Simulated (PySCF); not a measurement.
# C2H9BN2: the cost of one run

The runs use PySCF 2.14.0, with density-fitted response routines of our own; the level of theory stands in each step. All values are computed, except where a source is named. Atoms count from 0, in the outputs and in this text.

**1. Starting geometry**

14 atoms, charge 0, multiplicity 1; geometry from: GFN2-xTB. The atoms were then displaced at random by about 0.01 Å, so the start is not that level's minimum.

Bonds of the start (Å): C0–N1 1.43, N1–C2 1.44, N1–B3 1.44, B3–N4 1.37, C0–H5 1.06, C0–H6 1.12, C0–H7 1.08, C2–H8 1.07, C2–H9 1.11, C2–H10 1.10, B3–H11 1.17, N4–H12 0.98, N4–H13 1.02.

**2. Relaxing the molecule at PBE0-D3(BJ)/def2-SVP**

What the job is given:

```
{"job": {"xc": "PBE0", "basis": "def2-SVP", "d3": "d3bj", "grid": 1, "shake": 0.01, "kind": "geom"}, "charge": 0, "multiplicity": 1}
C     -1.337400    -1.069000     0.008260
N     -0.257950    -0.161720     0.268270
C     -0.702130     1.023320     0.965020
B      1.097080    -0.445030    -0.130800
N      2.146350     0.400940     0.109030
H     -1.012270    -1.918470    -0.531070
H     -2.109950    -0.545180    -0.606650
H     -1.818530    -1.359020     0.934040
H     -1.423520     1.587240     0.402950
H     -1.150030     0.757120     1.941170
H      0.151380     1.679050     1.182040
H      1.278880    -1.452150    -0.688440
H      3.053760     0.193530    -0.181530
H      2.077170     1.294280     0.599950
```

On the command line:

```
$ OMP_NUM_THREADS=1 python probes_run.py task.json out
```

The driver reads the jobs from task.json and runs them one after another.

Q: Estimate the wall time and peak memory of this first job on 1 thread of Arm Neoverse V1, shared host.

About 46 s, with a peak of 0.48 GiB.
